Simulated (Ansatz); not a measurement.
# GeH₅ (doublet): wave-function methods side by side at distance H1–H2 along a hydrogen transfer = 1.109 Å, cc-pVTZ

How much of the correlation energy of GeH₅ (doublet) does each wave-function method recover here?

The runs use Ansatz 0.2.0, Gaussian basis; cc-pVTZ, correlated electrons: outside noble gas.

To be run: UHF; CCSD(T) on ROHF; CCSD(T) on UHF; BCCD(T) on ROHF; CISD; CCSDT(Q) on ROHF; CCSDT(Q) on UHF; CASSCF and NEVPT2, 3 electrons in 3 orbitals; CASSCF and NEVPT2, 9 electrons in 9 orbitals.

## 1. The geometry

The geometry derives from fragments relaxed apart (PBE0/def2-TZVP) and kept rigid, so it is no stationary point. A hydrogen atom is moved between rigid fragments. No spin-orbit coupling is included. The filled d shell of Ge may be among the frozen orbitals whatever the setting's name suggests; the logs give the count.

6 atoms, charge 0, spin multiplicity 2.

Atoms are counted from 1 here; the program's logs count them from 0.

Bond lengths: H2–Ge3 1.530 Å, Ge3–H4 1.539 Å, Ge3–H5 1.539 Å, Ge3–H6 1.539 Å. Angles: H2–Ge3–H4 107.7°, H2–Ge3–H5 107.7°, H2–Ge3–H6 107.7°, H4–Ge3–H5 111.2°, H4–Ge3–H6 111.2°, H5–Ge3–H6 111.2°.

As a file:

```
H    -2.60315    0.00000    0.00000
H    -1.49415    0.00000    0.00000
Ge    0.03585    0.00000    0.00000
H     0.50452   -1.46592    0.00000
H     0.50452    0.73296   -1.26952
H     0.50452    0.73296    1.26952
```

In the tables R marks a restricted open-shell determinant and U an unrestricted one; 'pair' is the active space of 3 electrons in 3 orbitals; 'valence' is the active space of 9 electrons in 9 orbitals; correlation energies count from the lowest restricted Hartree-Fock solution.

## 2. UHF

Input file in.yaml:

```yaml
crystal:
  periodic: [false, false, false]
  atoms:
    - {symbol: H, position_ang: [-2.603149, 0.000000, -0.000001]}
    - {symbol: H, position_ang: [-1.494149, 0.000000, 0.000000]}
    - {symbol: Ge, position_ang: [0.035851, 0.000000, 0.000000]}
    - {symbol: H, position_ang: [0.504520, -1.465915, 0.000000]}
    - {symbol: H, position_ang: [0.504520, 0.732957, -1.269519]}
    - {symbol: H, position_ang: [0.504520, 0.732957, 1.269520]}
basis:
  gaussian: {orbitals: cc-pVTZ}
magnetization: {spin_polarized: true, initial_magnetization: 1}
hamiltonian: {xc: hf}
output: {orbitals: {seedname: orbitals}}
```

On the command line:

```bash
$ ansatz run in.yaml --threads 1 --pin off --events-out ev --progress --plain --max-ram 7936MiB --backend cpu
```

The runs that follow: CCSD(T) on ROHF; CCSD(T) on UHF; BCCD(T) on ROHF; CISD; CCSDT(Q) on ROHF; CCSDT(Q) on UHF; CASSCF and NEVPT2, 3 electrons in 3 orbitals; CASSCF and NEVPT2, 9 electrons in 9 orbitals.

**Question.** What will the summary of the whole plan be? Wanted: correlation energy, UCCSDT(Q); RMP2 from UCCSDT(Q); UMP2 from UCCSDT(Q); RCCSD from UCCSDT(Q); RCCSD(T) from UCCSDT(Q); UCCSD(T) from UCCSDT(Q); RCCSDT(Q) from UCCSDT(Q); NEVPT2 pair from UCCSDT(Q); NEVPT2 valence from UCCSDT(Q).

The runs gave:

```
                                      quantity                                                   value
                 correlation energy, UCCSDT(Q)                                              -5.1712 eV
                           RMP2 from UCCSDT(Q)                                         +23.35 kcal/mol
                           UMP2 from UCCSDT(Q)                                         +23.18 kcal/mol
                          RCCSD from UCCSDT(Q)                                          +3.37 kcal/mol
                       RCCSD(T) from UCCSDT(Q)                                          +0.61 kcal/mol
                       UCCSD(T) from UCCSDT(Q)                                          +0.59 kcal/mol
                      RCCSDT(Q) from UCCSDT(Q)                                          +0.03 kcal/mol
                    NEVPT2 pair from UCCSDT(Q)                                         +23.30 kcal/mol
                 NEVPT2 valence from UCCSDT(Q)                                         +22.10 kcal/mol
levels of the table within 1 kcal/mol (43 meV)  RCCSD(T), UCCSD(T), BCCD(T), RCCSDT, UCCSDT, RCCSDT(Q)
                                 T1 diagnostic                                                   0.025
                effectively unpaired electrons                                                    1.02
```

**Reading.** RCCSD(T) misses by +0.61 kcal/mol, 0.5 % of the correlation energy. One determinant dominates. Of the multireference levels listed NEVPT2 valence comes nearest in total energy (+22.10 kcal/mol), which doesn't show that its space is the better one. These misses are within one basis, not against nature; the frozen cores of restricted and unrestricted runs differ, which can shift their rows.
